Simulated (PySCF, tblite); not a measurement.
# C₆H₈ClF: a rotation path, then NMR shifts on frames, part 2 of 2

tblite 0.8.0 and PySCF 2.14.0. Atoms count from 0.

### 5 Nuclear shieldings: image 4, PBE0/pcSseg-1

Job settings and geometry (Å):

```
{"job": {"kind": "nmr", "xc": "PBE0", "basis": "pcSseg-1", "pop": false}, "charge": 0, "multiplicity": 1}
C     -1.378700    -1.182800     0.627700
C     -0.587700     0.003000     0.109900
C      0.848500     0.165700     0.632700
Cl     1.353300    -1.183900     1.683900
C      1.902300     0.226800    -0.472600
F      1.722200     1.330800    -1.266800
C     -0.893700     0.551600    -1.252900
C     -1.308700     1.269100    -0.250400
H     -1.321800    -1.249700     1.711600
H     -2.421400    -1.063200     0.343200
H     -1.008800    -2.117300     0.207900
H      0.918900     1.070600     1.246100
H      2.907000     0.311200    -0.045000
H      1.842700    -0.654500    -1.118300
H     -0.784200     0.399600    -2.297800
H     -1.797500     2.131900     0.129300
```

With the program's defaults for keys left out, this is: GIAO PBE0/pcSseg-1 NMR shielding, non-relativistic, gas phase.

What it wrote:

```text
coarse grid: 14192 points
cycle   1  E = -792.6920627624  dE =  1.115e+00  |g| = 5.398e-01  |ddm| = 3.596e+00
cycle   2  E = -792.6651752866  dE =  2.689e-02  |g| = 7.033e-01  |ddm| = 9.759e-01
cycle   3  E = -792.7502556176  dE = -8.508e-02  |g| = 7.764e-02  |ddm| = 5.506e-01
cycle   4  E = -792.7513153722  dE = -1.060e-03  |g| = 2.804e-02  |ddm| = 8.799e-02
cycle   5  E = -792.7514791980  dE = -1.638e-04  |g| = 7.422e-03  |ddm| = 3.402e-02
cycle   6  E = -792.7514907000  dE = -1.150e-05  |g| = 2.938e-03  |ddm| = 1.043e-02
cycle   7  E = -792.7514924916  dE = -1.792e-06  |g| = 8.995e-04  |ddm| = 3.113e-03
final grid: 133576 points
cycle   8  E = -792.8073750822  dE = -5.230e-05  |g| = 8.553e-03  |ddm| = 4.367e-02
cycle   9  E = -792.8073662776  dE =  8.805e-06  |g| = 1.069e-02  |ddm| = 1.920e-02
cycle  10  E = -792.8073916389  dE = -2.536e-05  |g| = 1.734e-03  |ddm| = 1.085e-02
cycle  11  E = -792.8073922174  dE = -5.786e-07  |g| = 4.193e-04  |ddm| = 1.758e-03
cycle  12  E = -792.8073922538  dE = -3.642e-08  |g| = 1.717e-04  |ddm| = 4.610e-04
cycle  13  E = -792.8073922601  dE = -6.300e-09  |g| = 3.881e-05  |ddm| = 1.554e-04
cycle  14  E = -792.8073922605  dE = -3.254e-10  |g| = 8.328e-06  |ddm| = 4.691e-05
converged SCF energy = -792.8073922605

GIAO shielding tensors (ppm)
atom      isotropic    diamagn.    paramagn.     s11        s22        s33       span
  0 C      157.164     242.745     -85.581    125.733    164.714    181.046     55.313
  1 C      162.503     241.694     -79.191    118.417    125.321    243.770    125.353
  2 C      122.139     244.486    -122.347     94.602    123.457    148.358     53.756
  3 Cl     832.533    1147.064    -314.531    642.720    803.122   1051.757    409.037
  4 C       97.029     240.234    -143.205     59.349     81.763    149.975     90.626
  5 F      394.576     473.760     -79.184    351.471    382.475    449.781     98.309
  6 C       59.948     253.897    -193.949    -84.200     81.985    182.060    266.260
  7 C       57.903     255.556    -197.653    -81.220     75.808    179.120    260.340
  8 H       29.398      28.561       0.838     24.360     29.618     34.218      9.858
  9 H       31.571      28.976       2.595     27.432     29.007     38.273     10.841
 10 H       29.623      28.482       1.141     25.857     28.102     34.909      9.052
 11 H       27.932      29.579      -1.647     23.556     27.828     32.413      8.857
 12 H       26.979      27.702      -0.723     21.379     29.235     30.322      8.943
 13 H       27.102      28.835      -1.733     23.550     28.671     29.085      5.535
 14 H       24.298      32.564      -8.266     21.263     24.983     26.649      5.386
 15 H       24.180      33.177      -8.997     21.172     25.396     25.972      4.799
```

Wall time 17 s (1 thread of Intel Xeon 6975P-C, shared host); peak memory 0.89 GiB.

In short: δ C7 129.0, C6 127.0, C4 89.9, C2 64.8, H15 7.54, H14 7.42 ppm.

### 6 NMR shieldings: image 6, PBE0/pcSseg-1

Job settings and geometry (Å):

```
{"job": {"kind": "nmr", "xc": "PBE0", "basis": "pcSseg-1", "pop": false}, "charge": 0, "multiplicity": 1}
C     -1.477200    -1.048500     0.812900
C     -0.568700    -0.088800     0.066900
C      0.861700    -0.031700     0.595400
Cl     1.458700    -1.665400     1.025000
C      1.875600     0.507800    -0.407800
F      1.615500     1.815200    -0.728400
C     -0.839500     0.233200    -1.373400
C     -1.138400     1.169200    -0.520400
H     -1.345200    -0.949800     1.888500
H     -2.514700    -0.836200     0.567200
H     -1.261300    -2.079300     0.536900
H      0.898600     0.553800     1.520100
H      2.886000     0.482300     0.012900
H      1.843500    -0.071100    -1.336100
H     -0.795100    -0.121000    -2.373200
H     -1.507400     2.139300    -0.297900
```

Level: GIAO PBE0/pcSseg-1 NMR shielding, non-relativistic, gas phase.

What it wrote:

```text
coarse grid: 14192 points
cycle   1  E = -792.6975999297  dE =  1.116e+00  |g| = 5.393e-01  |ddm| = 3.602e+00
cycle   2  E = -792.6712158504  dE =  2.638e-02  |g| = 7.015e-01  |ddm| = 9.849e-01
cycle   3  E = -792.7556939575  dE = -8.448e-02  |g| = 7.689e-02  |ddm| = 5.576e-01
cycle   4  E = -792.7567273123  dE = -1.033e-03  |g| = 2.861e-02  |ddm| = 8.904e-02
cycle   5  E = -792.7568919046  dE = -1.646e-04  |g| = 8.906e-03  |ddm| = 3.512e-02
cycle   6  E = -792.7569079733  dE = -1.607e-05  |g| = 3.770e-03  |ddm| = 1.113e-02
cycle   7  E = -792.7569111224  dE = -3.149e-06  |g| = 1.048e-03  |ddm| = 3.515e-03
final grid: 133576 points
cycle   8  E = -792.8122327296  dE = -5.316e-05  |g| = 8.847e-03  |ddm| = 4.429e-02
cycle   9  E = -792.8122214218  dE =  1.131e-05  |g| = 1.135e-02  |ddm| = 2.151e-02
cycle  10  E = -792.8122508714  dE = -2.945e-05  |g| = 1.656e-03  |ddm| = 1.246e-02
cycle  11  E = -792.8122514078  dE = -5.364e-07  |g| = 4.305e-04  |ddm| = 1.808e-03
cycle  12  E = -792.8122514459  dE = -3.813e-08  |g| = 1.760e-04  |ddm| = 4.790e-04
cycle  13  E = -792.8122514526  dE = -6.700e-09  |g| = 3.785e-05  |ddm| = 1.590e-04
cycle  14  E = -792.8122514529  dE = -3.165e-10  |g| = 8.536e-06  |ddm| = 4.499e-05
converged SCF energy = -792.8122514529

GIAO shielding tensors (ppm)
atom      isotropic    diamagn.    paramagn.     s11        s22        s33       span
  0 C      157.530     243.690     -86.160    128.606    159.920    184.063     55.457
  1 C      159.783     242.450     -82.667    117.319    122.549    239.483    122.164
  2 C      121.561     245.654    -124.093     90.598    126.502    147.583     56.985
  3 Cl     842.464    1147.211    -304.746    695.639    772.115   1059.639    364.000
  4 C      100.077     239.461    -139.383     62.244     83.692    154.296     92.051
  5 F      404.084     473.395     -69.311    367.514    387.891    456.846     89.332
  6 C       64.432     254.008    -189.576    -75.910     87.914    181.292    257.202
  7 C       53.649     254.687    -201.038    -88.717     71.241    178.423    267.140
  8 H       30.012      28.735       1.277     25.868     28.404     35.765      9.897
  9 H       31.446      29.150       2.297     27.253     28.912     38.173     10.920
 10 H       29.391      28.553       0.839     24.830     29.073     34.271      9.441
 11 H       27.526      29.801      -2.275     22.810     27.231     32.537      9.726
 12 H       26.951      27.453      -0.502     21.269     29.277     30.308      9.039
 13 H       27.508      28.661      -1.154     24.408     28.740     29.375      4.968
 14 H       24.255      32.812      -8.557     21.390     25.407     25.967      4.577
 15 H       24.184      33.003      -8.820     21.131     25.343     26.077      4.945
```

Wall time 17 s (1 thread of Intel Xeon 6975P-C, shared host); peak memory 0.89 GiB.

This run: δ C7 133.3, C6 122.5, C4 86.8, C2 65.4, H15 7.53, H14 7.46 ppm.

### 7 Nuclear shieldings: image 8, PBE0/pcSseg-1

Job settings and geometry (Å):

```
{"job": {"kind": "nmr", "xc": "PBE0", "basis": "pcSseg-1", "pop": false}, "charge": 0, "multiplicity": 1}
C     -1.512200    -0.874700     0.950700
C     -0.557300    -0.144800     0.026000
C      0.888900    -0.222400     0.483400
Cl     1.510500    -1.893700     0.249200
C      1.839500     0.692800    -0.275900
F      1.549900     2.004500     0.001900
C     -0.861300    -0.030100    -1.440100
C     -1.019300     1.058600    -0.746000
H     -1.532200    -0.403400     1.932700
H     -2.517700    -0.858900     0.538300
H     -1.203100    -1.911400     1.072900
H      0.961300    -0.022300     1.556600
H      2.876100     0.522200     0.030200
H      1.738000     0.559800    -1.357500
H     -0.905300    -0.555800    -2.361400
H     -1.263500     2.088700    -0.672500
```

Level: GIAO PBE0/pcSseg-1 NMR shielding, non-relativistic, gas phase.

What it wrote:

```text
coarse grid: 14192 points
cycle   1  E = -792.7043347162  dE =  1.104e+00  |g| = 5.323e-01  |ddm| = 3.598e+00
cycle   2  E = -792.6790031164  dE =  2.533e-02  |g| = 6.916e-01  |ddm| = 9.537e-01
cycle   3  E = -792.7610507176  dE = -8.205e-02  |g| = 7.686e-02  |ddm| = 5.383e-01
cycle   4  E = -792.7620753841  dE = -1.025e-03  |g| = 2.869e-02  |ddm| = 9.013e-02
cycle   5  E = -792.7622381588  dE = -1.628e-04  |g| = 9.323e-03  |ddm| = 3.512e-02
cycle   6  E = -792.7622559056  dE = -1.775e-05  |g| = 3.886e-03  |ddm| = 1.102e-02
cycle   7  E = -792.7622592815  dE = -3.376e-06  |g| = 1.039e-03  |ddm| = 3.662e-03
final grid: 133576 points
cycle   8  E = -792.8183294618  dE = -5.892e-05  |g| = 8.972e-03  |ddm| = 4.869e-02
cycle   9  E = -792.8183186816  dE =  1.078e-05  |g| = 1.134e-02  |ddm| = 2.188e-02
cycle  10  E = -792.8183482767  dE = -2.960e-05  |g| = 1.758e-03  |ddm| = 1.254e-02
cycle  11  E = -792.8183488844  dE = -6.077e-07  |g| = 4.516e-04  |ddm| = 1.866e-03
cycle  12  E = -792.8183489273  dE = -4.286e-08  |g| = 1.867e-04  |ddm| = 5.214e-04
cycle  13  E = -792.8183489346  dE = -7.357e-09  |g| = 4.022e-05  |ddm| = 1.667e-04
cycle  14  E = -792.8183489350  dE = -3.513e-10  |g| = 9.566e-06  |ddm| = 4.978e-05
converged SCF energy = -792.8183489350

GIAO shielding tensors (ppm)
atom      isotropic    diamagn.    paramagn.     s11        s22        s33       span
  0 C      159.559     243.597     -84.038    128.197    160.281    190.199     62.003
  1 C      160.292     242.472     -82.180    114.711    129.004    237.161    122.450
  2 C      118.878     245.872    -126.994     88.339    124.635    143.660     55.321
  3 Cl     843.006    1147.200    -304.194    658.156    788.525   1082.338    424.181
  4 C      102.299     240.167    -137.868     63.706     82.780    160.410     96.704
  5 F      417.737     473.586     -55.849    382.306    395.459    475.447     93.140
  6 C       64.044     254.990    -190.946    -74.498     87.212    179.419    253.917
  7 C       55.379     253.856    -198.477    -82.786     75.167    173.756    256.541
  8 H       30.081      28.741       1.340     26.247     27.654     36.343     10.096
  9 H       31.325      29.105       2.220     27.061     28.668     38.246     11.185
 10 H       29.288      28.498       0.790     24.228     29.743     33.893      9.665
 11 H       27.534      30.357      -2.823     23.921     26.781     31.899      7.978
 12 H       27.087      27.572      -0.485     21.372     29.432     30.458      9.086
 13 H       27.551      28.447      -0.896     24.743     28.319     29.592      4.849
 14 H       24.347      33.045      -8.698     21.750     25.474     25.817      4.067
 15 H       24.251      32.867      -8.616     21.306     25.281     26.165      4.859
```

Wall time 17 s (1 thread of Intel Xeon 6975P-C, shared host); peak memory 0.89 GiB.

In short: δ C7 131.5, C6 122.9, C4 84.6, C2 68.0, H15 7.47, H14 7.37 ppm.

### 8 Comparing the runs: NMR shifts

Shifts (ppm) of some atoms, chosen among heavy atoms and hydrogens apart, with basis size and wall time:

```tsv
frame	C6	C2	C0	H11	H8	Cl3	F5	functions	time
image 0	132.4	75.9	20.5	3.37	2.15	99	-239.1	183	18 s
image 2	129.9	71.0	23.7	3.45	2.55	106	-236.3	183	17 s
image 4	127.0	64.8	29.8	3.78	2.32	117	-223.6	183	17 s
image 6	122.5	65.4	29.4	4.19	1.70	107	-233.1	183	17 s
image 8	122.9	68.0	27.4	4.18	1.64	107	-246.8	183	17 s
```

### 9 Results

This closing draws on all 2 parts.

```
                                         quantity                                               value
                                          barrier                  0.138 eV (3.2 kcal/mol) at image 4
                            end to end (GFN2-xTB)                                           -0.019 eV
  13C shifts against TMS (PBE0/pcSseg-1, image 0)            132.4, 132.3, 86.1, 75.9, 25.1, 20.5 ppm
   1H shifts against TMS (PBE0/pcSseg-1, image 0)  7.82, 7.62, 4.79, 4.78, 3.37, 2.15, 1.71, 0.23 ppm
 35Cl shifts against HCl (PBE0/pcSseg-1, image 0)                                              99 ppm
19F shifts against CFCl3 (PBE0/pcSseg-1, image 0)                                          -239.1 ppm
                         range of the shift of F5                                -246.8 to -223.6 ppm
```

What this shows: Along the band the dihedral turns by 137°, and the top (dihedral 212°) lies 3.2 kcal/mol above the start (GFN2-xTB, rough), so at room temperature this motion is fast. Ends this close can change order at a higher level. The top was not checked by a frequency run. Shifts at one fixed geometry are not the observed spectrum, which averages over the motion. In the first frame run (image 0): The widest tensor belongs to Cl3: span 413 ppm, with a paramagnetic part of -296 ppm. Across the 5 runs the shift of F5 moves most, between -246.8 (image 8) and -223.6 ppm (image 4).
